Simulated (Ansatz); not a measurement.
**ClH4PSi: interaction energy of a dimer with the counterpoise correction from a Python script**

Wanted for ClH4PSi: the interaction energy of a dimer with the counterpoise correction. SMILES: P[SiH2]Cl.

All numbers are computed with the Python package of Ansatz 0.2.0. Level of theory: B3LYP/cc-pVDZ.

## (1) The system

Bond lengths: P1–Si2 2.153 Å, Si2–Cl3 2.032 Å, P1–H4 1.391 Å, P1–H5 1.454 Å, Si2–H6 1.497 Å, Si2–H7 1.500 Å. Angles: P1–Si2–Cl3 107.7°, P1–Si2–H6 111.1°, P1–Si2–H7 110.2°, Cl3–Si2–H6 109.6°, Cl3–Si2–H7 108.3°, H6–Si2–H7 109.9°, Si2–P1–H4 97.5°, Si2–P1–H5 98.7°, H4–P1–H5 93.0°.

No structure file is read: the coordinates are typed or built in the script.

## (2) The script

Input file dimer_clh4psi.py:

```python
'''Binding of a ClH4PSi dimer at a trial geometry.'''

import ansatz as az

FIRST = [
    ('P', (-1.4007, 0.1654, -0.2607)),
    ('Si', (0.6097, -0.0194, 0.4883)),
    ('Cl', (0.7834, -1.854, 1.3445)),
    ('H', (-1.2808, -0.7253, -1.3221)),
    ('H', (-1.2106, 1.3273, -1.1138)),
    ('H', (0.9063, 1.0387, 1.5048)),
    ('H', (1.593, 0.0672, -0.6412)),
]
SECOND = [
    ('P', (2.773, -4.2514, 3.0782)),
    ('Si', (3.1187, -5.3945, 4.87)),
    ('Cl', (3.4893, -4.083, 6.3772)),
    ('H', (1.5302, -3.7354, 3.4298)),
    ('H', (2.1908, -5.301, 2.2577)),
    ('H', (4.2884, -6.3141, 4.7062)),
    ('H', (1.8937, -6.1842, 5.2247)),
]

def energy(atoms, ghosts=()):
    molecule = az.Crystal.molecule()
    for symbol, xyz in atoms:
        molecule = molecule.atom(symbol, xyz)
    calc = (
        molecule.calculation()
        .basis(gaussian='cc-pVDZ')
        .functional('b3lyp')
    )
    deck = calc.input()
    if ghosts:
        deck = deck.set(az.key.basis.gaussian.ghost_atoms, [{'symbol': s, 'position_ang': list(xyz)} for s, xyz in ghosts])
    return az.Session.from_dict(deck).plan().execute().report['free_energy_ev']

# ghost atoms carry the functions of the partner
both = energy(FIRST + SECOND)
alone = energy(FIRST) + energy(SECOND)
ghosted = energy(FIRST, SECOND) + energy(SECOND, FIRST)
print(f'dimer {both:.6f} eV')
print(f'interaction, uncorrected   {23.060548 * (both - alone):8.3f} kcal/mol')
print(f'interaction, counterpoise  {23.060548 * (both - ghosted):8.3f} kcal/mol')
print(f'basis-set superposition    {23.060548 * (alone - ghosted):8.3f} kcal/mol')
```

## (3) The calls as engine input

The engine receives this input (first run):

```yaml
crystal:
  periodic: [false, false, false]
  atoms:
    - { symbol: P, position_ang: [-1.4007, 0.1654, -0.2607] }
    - { symbol: Si, position_ang: [0.6097, -0.0194, 0.4883] }
    - { symbol: Cl, position_ang: [0.7834, -1.854, 1.3445] }
    - { symbol: H, position_ang: [-1.2808, -0.7253, -1.3221] }
    - { symbol: H, position_ang: [-1.2106, 1.3273, -1.1138] }
    - { symbol: H, position_ang: [0.9063, 1.0387, 1.5048] }
    - { symbol: H, position_ang: [1.593, 0.0672, -0.6412] }
    - { symbol: P, position_ang: [2.773, -4.2514, 3.0782] }
    - { symbol: Si, position_ang: [3.1187, -5.3945, 4.87] }
    - { symbol: Cl, position_ang: [3.4893, -4.083, 6.3772] }
    - { symbol: H, position_ang: [1.5302, -3.7354, 3.4298] }
    - { symbol: H, position_ang: [2.1908, -5.301, 2.2577] }
    - { symbol: H, position_ang: [4.2884, -6.3141, 4.7062] }
    - { symbol: H, position_ang: [1.8937, -6.1842, 5.2247] }
basis:
  gaussian:
    orbitals: cc-pVDZ
hamiltonian:
  xc: b3lyp
```

## (4) The run

Command:

```
> python dimer_clh4psi.py
```

**Question.** How large is the interaction at this pose, and how much of it is basis-set superposition?

The runs gave:

| quantity | value |
| --- | --- |
| interaction energy, uncorrected | 0.845 kcal/mol |
| interaction energy, counterpoise | 1.140 kcal/mol |
| runs compared | 5 |

In words: The pair is unbound at this geometry and level. Uncorrected it is 0.845 kcal/mol, with the counterpoise correction 1.140 kcal/mol; the difference, 0.29 kcal/mol, is the superposition error. The pose is repulsive. The dimer is a generated trial pose of unrelaxed monomers, not a minimum, so the figure is no binding energy, and the basis set is small. b3lyp holds the VWN-RPA fit, as in Gaussian; the form of ORCA and Turbomole is b3lyp5. This level lacks the dispersion part of the attraction (electrostatics and induction are there), which can decide the sign where the interaction is weak.
